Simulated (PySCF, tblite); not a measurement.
**C6H6NO2 radical: geometry, infrared bands and EPR parameters**

Wanted: the infrared bands and EPR parameters of C6H6NO2 radical (`C=C1[C@@H](C=O)[C@@H]1N[C]=O`), by calculation.

Computed with tblite 0.8.0 and PySCF 2.14.0, with density-fitted response routines of our own, on a single molecule in the gas phase. Atoms count from 0, in the outputs and in this text.

### 1 The molecule as given

15 atoms, charge 0, multiplicity 2; geometry from: force field or distance geometry start.

Bonds of the start (Å): C0–C1 1.30, C1–C2 1.42, C2–C3 1.48, C3–O4 1.23, C2–C5 1.57, C5–N6 1.42, N6–C7 1.34, C7–O8 1.18, C5–C1 1.42, C0–H9 1.09, C0–H10 1.08, C2–H11 1.07, C3–H12 1.10, C5–H13 1.08, N6–H14 1.01.

### 2 Relaxing the molecule with GFN2-xTB

Job settings and geometry (Å):

```
{"job": {"kind": "relax", "xc": "GFN2-xTB", "basis": "xTB"}, "charge": 0, "multiplicity": 2}
C     -0.054600     1.869000    -1.199100
C     -0.120800     0.802900    -0.449700
C     -0.463000     0.266400     0.822400
C     -1.915800     0.179000     1.090400
O     -2.476400     0.989000     1.823900
C      0.150400    -0.585100    -0.349800
N      1.516600    -0.984000    -0.309300
C      1.852900    -2.180200     0.203200
O      2.138900    -3.237000     0.640100
H     -0.418200     2.829400    -0.824400
H      0.323000     1.827300    -2.211200
H      0.156000     0.530200     1.658900
H     -2.464900    -0.673800     0.658600
H     -0.491100    -1.234200    -0.928200
H      2.262600    -0.390800    -0.647900
```

Run with:

```
$ OMP_NUM_THREADS=1 python probes_run.py task.json out
```

This one command runs all jobs of the session in turn.

Output:

```text
step      E/eV     max force
  0    -728.29172    4.453
  1    -728.30786    8.396
  2    -728.61133    0.852
  3    -728.63586    1.021
  4    -728.67491    0.820
  5    -728.75353    1.460
  6    -728.81370    1.329
  7    -728.88686    1.091
  8    -729.00445    1.068
  9    -729.03516    0.554
 10    -729.06580    0.491
 11    -729.07929    1.212
 12    -729.10295    0.767
 13    -729.13270    0.387
 14    -729.15582    0.443
 15    -729.17267    0.432
 16    -729.18927    0.350
 17    -729.20141    0.294
 18    -729.21189    0.357
 19    -729.22151    0.314
 20    -729.22975    0.374
 21    -729.23714    0.208
 22    -729.24340    0.166
 23    -729.24793    0.182
 24    -729.25132    0.168
 25    -729.25406    0.166
 26    -729.25745    0.186
 27    -729.26276    0.232
 28    -729.27028    0.255
 29    -729.27904    0.266
 30    -729.28792    0.254
 31    -729.29619    0.219
 32    -729.30298    0.368
 33    -729.30812    0.406
 34    -729.31371    0.654
 35    -729.31967    0.288
 36    -729.32611    0.119
 37    -729.33042    0.132
 38    -729.33284    0.129
 39    -729.33368    0.089
 40    -729.33452    0.078
 41    -729.33569    0.086
 42    -729.33701    0.096
 43    -729.33774    0.080
 44    -729.33840    0.066
 45    -729.33908    0.061
 46    -729.33965    0.061
 47    -729.34010    0.061
 48    -729.34058    0.066
 49    -729.34103    0.077
 50    -729.34145    0.067
 51    -729.34187    0.064
 52    -729.34238    0.077
 53    -729.34299    0.088
 54    -729.34357    0.062
 55    -729.34394    0.052
 56    -729.34418    0.046
 57    -729.34446    0.054
 58    -729.34489    0.072
 59    -729.34546    0.093
 60    -729.34608    0.101
 61    -729.34673    0.110
 62    -729.34742    0.098
 63    -729.34825    0.093
 64    -729.34929    0.094
 65    -729.35048    0.136
 66    -729.35165    0.172
 67    -729.35278    0.141
 68    -729.35386    0.084
 69    -729.35442    0.142
 70    -729.35539    0.247
 71    -729.35626    0.133
 72    -729.35727    0.065
 73    -729.35832    0.102
 74    -729.35951    0.089
 75    -729.36046    0.079
 76    -729.36123    0.075
 77    -729.36175    0.160
 78    -729.36228    0.096
 79    -729.36308    0.090
 80    -729.36380    0.076
 81    -729.36438    0.073
 82    -729.36498    0.058
 83    -729.36562    0.090
 84    -729.36622    0.083
 85    -729.36673    0.120
 86    -729.36749    0.120
 87    -729.36822    0.090
 88    -729.36939    0.057
 89    -729.36983    0.076
 90    -729.37081    0.064
 91    -729.37140    0.054
 92    -729.37166    0.040
 93    -729.37185    0.040
 94    -729.37199    0.030
 95    -729.37209    0.023
 96    -729.37215    0.031
 97    -729.37222    0.031
 98    -729.37231    0.033
 99    -729.37243    0.032
100    -729.37255    0.032
101    -729.37267    0.031
102    -729.37278    0.024
103    -729.37290    0.019
104    -729.37299    0.019
105    -729.37304    0.016
106    -729.37307    0.014
107    -729.37309    0.013
108    -729.37312    0.018
109    -729.37315    0.018
110    -729.37318    0.017
111    -729.37320    0.011
112    -729.37320    0.014
113    -729.37321    0.014
114    -729.37323    0.014
115    -729.37324    0.014
116    -729.37325    0.012
117    -729.37326    0.008
```

It took 0.42 s on 1 thread of AMD EPYC 9R45, shared host.

Along the way: (not every step is listed)

```
step  energy from step 0 (eV)  largest force (eV/Å)
   0                   0.0000                4.4535
   1                  -0.0161                8.3960
   2                  -0.3196                0.8519
   3                  -0.3441                1.0212
   4                  -0.3832                0.8198
   5                  -0.4618                1.4603
   6                  -0.5220                1.3285
   7                  -0.5951                1.0909
   8                  -0.7127                1.0683
  18                  -0.9202                0.3574
  28                  -0.9786                0.2553
  38                  -1.0411                0.1288
  48                  -1.0489                0.0659
  58                  -1.0532                0.0720
  68                  -1.0621                0.0840
  78                  -1.0706                0.0956
  88                  -1.0777                0.0573
  98                  -1.0806                0.0327
 108                  -1.0814                0.0177
 112                  -1.0815                0.0137
 113                  -1.0815                0.0140
 114                  -1.0815                0.0142
 115                  -1.0815                0.0145
 116                  -1.0815                0.0122
 117                  -1.0815                0.0077
```

Distances of close pairs at the start and the end, largest changes first:

```
 bond  before (Å)  after (Å)  change (Å)
C1–C2       1.422      1.486      +0.063
C2–C5       1.573      1.540      -0.033
N6–C7       1.344      1.312      -0.032
C5–N6       1.424      1.455      +0.031
C1–C5       1.418      1.447      +0.029
C3–O4       1.228      1.202      -0.027
C7–O8       1.179      1.199      +0.020
C0–H9       1.093      1.077      -0.016
```

The next job starts from the end point, and lists it.

### 3 Harmonic vibrations with GFN2-xTB

Job settings and geometry (Å):

```
{"job": {"kind": "ir", "xc": "GFN2-xTB", "basis": "xTB"}, "charge": 0, "multiplicity": 2}
C     -0.094130     1.746138    -1.468201
C     -0.117521     0.791779    -0.572178
C     -0.452333     0.423476     0.827570
C     -1.850703     0.192348     1.223880
O     -2.307599     0.451247     2.304544
C      0.212682    -0.555197    -0.158568
N      1.596640    -0.942908     0.067552
C      2.058906    -2.164844    -0.055198
O      1.572054    -3.221004    -0.344864
H     -0.496761     2.724010    -1.263188
H      0.321499     1.581520    -2.448720
H      0.165420     0.838908     1.617566
H     -2.470663    -0.257406     0.423442
H     -0.366701    -1.402654    -0.505456
H      2.224796    -0.197423     0.329906
```

Output:

```text
mode    cm-1     km/mol
  1      34.0      7.72
  2      83.0      1.98
  3     119.1      6.45
  4     158.5      5.18
  5     177.9      7.57
  6     242.4      1.38
  7     316.9     19.50
  8     326.4      1.67
  9     383.7     26.57
 10     496.7     28.68
 11     545.0     35.05
 12     546.4     17.13
 13     652.2     14.97
 14     664.5      6.34
 15     768.7     14.81
 16     883.0     30.91
 17     900.1      4.94
 18     951.4      4.05
 19     968.6      8.71
 20     990.9      2.20
 21    1042.2      8.63
 22    1083.1     34.96
 23    1108.6    110.27
 24    1127.0     49.23
 25    1167.0     41.55
 26    1208.9     17.65
 27    1267.6     37.02
 28    1330.4      4.20
 29    1381.7     23.71
 30    1411.4      7.12
 31    1755.6    722.35
 32    1854.6    181.47
 33    1886.4    735.13
 34    2760.7    112.62
 35    3027.3     10.67
 36    3045.3      7.36
 37    3091.8      3.64
 38    3115.2     13.12
 39    3431.3     12.29
```

Wall time 0.26 s (1 thread of AMD EPYC 9R45, shared host).

Which atoms move in the most intense modes:

```
cm⁻¹  km/mol                                 atoms
1109   110.3   C2 26 %, C5 20 %, C3 18 %, H13 15 %
1127    49.2  H11 33 %, C2 14 %, C3 14 %, H13 13 %
1167    41.5  H14 33 %, N6 22 %, H13 18 %, O8 13 %
1268    37.0  C2 25 %, C5 18 %, H11 15 %, H13 12 %
1756   722.4                      C3 59 %, O4 39 %
1855   181.5                      C1 63 %, C0 26 %
1886   735.1                      C7 62 %, O8 31 %
2761   112.6                              H12 94 %
```

### 4 g tensor and hyperfine couplings: B3LYP/pcH-1

Same as in step 3 but for these lines:

```diff
@@ -1,2 +1,2 @@
-{"job": {"kind": "ir", "xc": "GFN2-xTB", "basis": "xTB"}, "charge": 0, "multiplicity": 2}
+{"job": {"kind": "epr", "basis": "pcH-1"}, "charge": 0, "multiplicity": 2}
 C     -0.094130     1.746138    -1.468201
```

Level: UKS B3LYP, pcH-1 on C H N O, non-relativistic, mean-field spin-orbit, GIAO.

Output:

```text
UKS, coarse grid
  cycle   1  E = -437.09129664  |g| = 8.05e-01
  cycle   2  E = -435.70417341  |g| = 2.01e+00
  cycle   3  E = -437.33132804  |g| = 1.77e-01
  cycle   4  E = -437.33968015  |g| = 1.29e-01
  cycle   5  E = -437.34535869  |g| = 5.08e-02
  cycle   6  E = -437.34631513  |g| = 1.26e-02
  cycle   7  E = -437.34637062  |g| = 5.08e-03
  cycle   8  E = -437.34638074  |g| = 1.96e-03
  cycle   9  E = -437.34638270  |g| = 8.19e-04
UKS, final grid
  cycle   1  E = -437.34637076  |g| = 1.27e-03
  cycle   2  E = -437.34636882  |g| = 2.35e-03
  cycle   3  E = -437.34637157  |g| = 2.77e-04
  cycle   4  E = -437.34637161  |g| = 7.56e-05
  cycle   5  E = -437.34637161  |g| = 4.75e-05
  cycle   6  E = -437.34637161  |g| = 2.19e-05
E = -437.34637161 Eh   <S^2> = 0.7531 (exact 0.7500)
g shifts (ppm)      1          2          3
  rmc          -235       -235       -235
  gc             47         19       -144
  oz_so       -3241       -165       2318
  total       -3429       -382       1938
hyperfine (MHz)  atom isotope    a_iso     a_fc   dipolar eigenvalues
    0   13C       1.82       1.82     -2.13     -1.67      3.80
    1   13C      -1.32      -1.32     -2.38      0.37      2.01
    2   13C      -1.79      -1.79     -0.54     -0.26      0.81
    3   13C       1.08       1.08     -0.32     -0.05      0.37
    4   17O      -0.14      -0.14     -0.84      0.33      0.51
    5   13C      45.43      45.43     -5.89     -5.49     11.38
    6   14N      76.78      76.78     -4.50     -2.41      6.92
    7   13C     436.81     436.81    -49.27    -45.36     94.63
    8   17O     -49.58     -49.58   -109.97     53.66     56.31
    9    1H      -1.62      -1.62     -1.20     -0.42      1.62
   10    1H      -1.31      -1.31     -0.78      0.12      0.66
   11    1H       4.96       4.96     -1.20     -1.03      2.23
   12    1H       0.09       0.09     -0.68     -0.55      1.23
   13    1H      -5.28      -5.28     -5.21      0.05      5.16
   14    1H       9.70       9.70     -9.03     -6.28     15.31
```

It took 39 s on 1 thread of AMD EPYC 9R45, shared host; peak memory 1.1 GiB.

Principal g values 1.99889, 2.00194, 2.00426; g(iso) = 2.00169, against 2.00232 for a free electron.

Hyperfine couplings, nucleus by nucleus at this fixed geometry (no averaging over rotations):

```
nuclei  isotope  a(iso) (MHz)  a(iso) (G, at g = 2.0023)  largest dipolar term (MHz)
    C7      13C         436.8                      155.9                        94.6
    N6      14N          76.8                       27.4                         6.9
    O8      17O         -49.6                      -17.7                      -110.0
    C5      13C          45.4                       16.2                        11.4
   H14       1H           9.7                        3.5                        15.3
   H13       1H          -5.3                       -1.9                        -5.2
   H11       1H           5.0                        1.8                         2.2
    C0      13C           1.8                        0.6                         3.8
    C2      13C          -1.8                       -0.6                         0.8
    H9       1H          -1.6                       -0.6                         1.6
    C1      13C          -1.3                       -0.5                        -2.4
   H10       1H          -1.3                       -0.5                        -0.8
    C3      13C           1.1                        0.4                         0.4
    O4      17O          -0.1                        0.0                        -0.8
```

Mulliken spin populations:

C0 0.03; C1 -0.01; C2 0.00; C3 0.00; O4 0.00; C5 0.07; N6 -0.01; C7 0.66; O8 0.27; H9 0.00; H10 0.00; H11 0.00; H12 0.00; H13 0.00; H14 0.00

In first order the couplings over 0.8 MHz of 14N, 1H give 96 distinct lines over 63.0 G.

Orbitals, density, ELF and potential are computed afterwards from the orbital file.

ELF in a plane through or near 6 of the atoms.

Ten even steps from '0' (0.00) to '9' (1.00):
```
0000000000000000000000000000
0000000000000000000000000000
0000000011000000000000000000
0000001466421000000000000000
0000002788632000000000000000
0000003787764100000000000000
0000002477234100000002100000
0000000354157432000024431000
0000000123785786311367531000
0000000001476644665635520000
0000000001585651777716520000
0000000001547385468646520000
0000002887578641036313310000
0000007999335410001000000000
0000005998688720000000000000
0000000331389830000000000000
0000000000157610000000000000
0000000000000000000000000000
0000000000000000000000000000
0000000000000000000000000000
```
The map spans 12.1 Å across and 10.7 Å up, centred on the molecule. Atoms in the plane (x, y in Å): C0 (-1.2, -1.9), C1 (-0.6, -0.8), C3 (-1.5, 1.7), C5 (0.6, 0.1), C7 (3.0, 0.1), H9 (-2.2, -2.1).

On the surface of density 0.002 e/bohr³ the electrostatic potential runs, from the 1st to the 99th percentile, from -1.51 V near O8 to 2.52 V near H14.

The spin density lies nearest to C7 55 %; O8 28 %.

### 5 Results

| quantity | value |
| --- | --- |
| strongest single infrared mode (GFN2-xTB) | 1886 cm⁻¹, 735 km/mol |
| zero-point energy (GFN2-xTB) | 66.2 kcal/mol |
| g(iso) (B3LYP) | 2.00169 |
| ⟨S²⟩ | 0.753 (exact 0.75) |
| largest a(iso) | 13C on C7, 436.8 MHz |
| potential on the surface of density 0.002 e/bohr³, 1st and 99th percentile | -1.51 V and 2.52 V |

Over 117 steps the energy fell by 1.082 eV; of the close pairs, C1–C2 changed most, 1.422 to 1.486 Å. All 39 modes are real, so the xTB geometry is a minimum. The strongest single mode, at 1886 cm⁻¹, moves mainly C7 and O8. GFN2-xTB is a fitted tight-binding method: band positions and strengths are rough. Its intensities can rank the bands wrongly. C7 carries the largest spin population, 0.66 e. The isotropic g lies 0.6 ppt below the free-electron value. These values are for one conformer; the search (at its own cheap level) found 1 more, at 0.50 kcal/mol, and measured spectra average over such forms.
